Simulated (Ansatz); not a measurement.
# C4H11BO: the cost of one run

Method: RKS PBE/STO-3G, in Ansatz 0.2.0.

### 1 Starting point

Bond lengths (14 of 16 bonds, heavy atoms first): B1–C2 1.610 Å, C2–C3 1.515 Å, C2–O4 1.377 Å, C2–C5 1.544 Å, C5–C6 1.548 Å, B1–H7 1.218 Å, B1–H8 1.121 Å, C3–H9 1.099 Å, C3–H10 1.101 Å, C3–H11 1.154 Å, O4–H12 1.003 Å, C5–H13 1.099 Å, C5–H14 1.077 Å, C6–H15 1.108 Å. Angles (14 of 28 angles, heavy atoms first): B1–C2–C3 106.9°, B1–C2–O4 113.9°, B1–C2–C5 112.3°, C3–C2–O4 106.8°, C3–C2–C5 109.1°, O4–C2–C5 107.7°, C2–C5–C6 114.6°, C2–B1–H7 116.4°, C2–B1–H8 123.3°, C2–C3–H9 111.7°, C2–C3–H10 113.2°, C2–C3–H11 110.5°, C2–O4–H12 107.8°, C2–C5–H13 111.2°.

Coordinates:

```xyz
17

B    -0.8660   -1.1193    0.9747
C     0.0429   -0.4853   -0.1929
C     1.3228   -1.2948   -0.2446
O    -0.5252   -0.5597   -1.4445
C     0.3917    0.9943    0.0761
C    -0.8119    1.9649   -0.0016
H    -1.9817   -0.6495    1.1067
H    -0.5295   -1.9693    1.6238
H     2.0139   -0.9152   -1.0096
H     1.1499   -2.3721   -0.3896
H     1.9000   -1.2018    0.7498
H    -0.7430   -1.5222   -1.6257
H     0.7977    1.1282    1.0880
H     1.1208    1.3599   -0.6268
H    -1.2909    1.8660   -0.9961
H    -0.4609    3.0283    0.1688
H    -1.5498    1.7472    0.7838
```

### 2 Relaxing the start

input.yaml reads:

```yaml
crystal:
  periodic: [false, false, false]
  atoms:
    - { symbol: B, position_ang: [-0.866, -1.1193, 0.9747] }
    - { symbol: C, position_ang: [0.0429, -0.4853, -0.1929] }
    - { symbol: C, position_ang: [1.3228, -1.2948, -0.2446] }
    - { symbol: O, position_ang: [-0.5252, -0.5597, -1.4445] }
    - { symbol: C, position_ang: [0.3917, 0.9943, 0.0761] }
    - { symbol: C, position_ang: [-0.8119, 1.9649, -0.0016] }
    - { symbol: H, position_ang: [-1.9817, -0.6495, 1.1067] }
    - { symbol: H, position_ang: [-0.5295, -1.9693, 1.6238] }
    - { symbol: H, position_ang: [2.0139, -0.9152, -1.0096] }
    - { symbol: H, position_ang: [1.1499, -2.3721, -0.3896] }
    - { symbol: H, position_ang: [1.9, -1.2018, 0.7498] }
    - { symbol: H, position_ang: [-0.743, -1.5222, -1.6257] }
    - { symbol: H, position_ang: [0.7977, 1.1282, 1.088] }
    - { symbol: H, position_ang: [1.1208, 1.3599, -0.6268] }
    - { symbol: H, position_ang: [-1.2909, 1.866, -0.9961] }
    - { symbol: H, position_ang: [-0.4609, 3.0283, 0.1688] }
    - { symbol: H, position_ang: [-1.5498, 1.7472, 0.7838] }
basis:
  gaussian: { orbitals: STO-3G }
hamiltonian:
  xc: pbe
relax:
  f_tol: 0.02
  max_steps: 40
scf:
  lower_state_search: "off"
```

Started as:

```bash
$ ansatz run input.yaml --threads 1 --pin off --max-ram 2048MiB --backend cpu --events-out ev --progress --plain --runs-dir out
```

Q: Estimate wall time and peak memory on 1 thread of Arm Neoverse N1, shared host.

About 64 s, with a peak of 0.12 GiB.
